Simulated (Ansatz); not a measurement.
Relaxation of a periodic cell of 17 atoms, Si (host Si, host structure diamond, interstitial Si), to a largest force component of 0.03 eV/Å in at most 60 steps.

These are results of Ansatz, DFT PBE, scalar-relativistic, plane waves, PAW, not measurements. Settings: PAW set soft_1, cutoff 420 eV, k mesh 2x2x2, gaussian smearing 0.02 eV, no spin polarisation.

```xyz
17
Lattice="0.0000 5.4300 5.4300 5.4300 0.0000 5.4300 5.4300 5.4300 0.0000" Properties=species:S:1:pos:R:3:forces:R:3
Si 0.000 0.000 0.000 0.43 -0.46 -0.41
Si 1.357 1.357 1.357 0.50 -0.01 -0.02
Si 2.715 2.715 0.000 -0.05 0.07 -0.06
Si 4.072 4.072 1.357 0.00 -0.45 0.00
Si 2.715 0.000 2.715 -0.09 -0.06 0.08
Si 4.072 1.357 4.072 0.03 -0.02 -0.53
Si 5.430 2.715 2.715 0.06 0.08 0.06
Si 6.787 4.072 4.072 0.00 0.00 0.00
Si 0.000 2.715 2.715 0.55 0.50 0.56
Si 1.357 4.072 4.072 -0.01 0.06 -0.02
Si 2.715 5.430 2.715 -0.39 -0.43 0.41
Si 4.072 6.787 4.072 -0.02 -0.02 0.49
Si 2.715 2.715 5.430 -0.65 0.60 -0.64
Si 4.072 4.072 6.787 0.01 0.58 0.01
Si 5.430 5.430 5.430 0.08 -0.06 -0.09
Si 6.787 6.787 6.787 -0.52 -0.03 0.03
Si 9.497 6.825 6.775 0.07 -0.36 0.13
```

**Question.** Where does it end, and by what steps?

**Answer.** The run converged. The force dipped under the threshold on the way, but the program's further checks kept it going. Limits of this set-up: a small cell, in which the defect meets its images. After 3 steps the energy has fallen by 0.128 eV; Si13 moved furthest, 0.05 Å.

```
step  energy less start (eV)  largest force component (eV/Å)  accepted
   0                  0.0000                           0.645       yes
   1                 -0.1145                           0.219       yes
   2                 -0.1280                           0.018       yes
   3                 -0.1280                           0.018       yes
```

```xyz
17
Lattice="0.0000 5.4300 5.4300 5.4300 0.0000 5.4300 5.4300 5.4300 0.0000" Properties=species:S:1:pos:R:3
Si 0.021 -0.020 -0.022
Si 1.390 1.359 1.359
Si 2.712 2.719 -0.004
Si 4.073 4.040 1.357
Si 2.709 -0.004 2.720
Si 4.070 1.359 4.039
Si 5.434 2.720 2.719
Si 6.788 4.072 4.073
Si 0.024 2.741 2.739
Si 1.356 4.080 4.070
Si 2.694 5.410 2.735
Si 4.074 6.789 4.105
Si 2.689 2.743 5.403
Si 4.072 4.108 6.787
Si 5.435 5.426 5.425
Si 6.754 6.790 6.785
Si 9.501 6.795 6.785
```

Whether the end is a true minimum wasn't checked by a vibrational analysis.

The run took 20 s on 1 thread of Arm Neoverse V1 (shared host), peak memory 0.49 GiB.
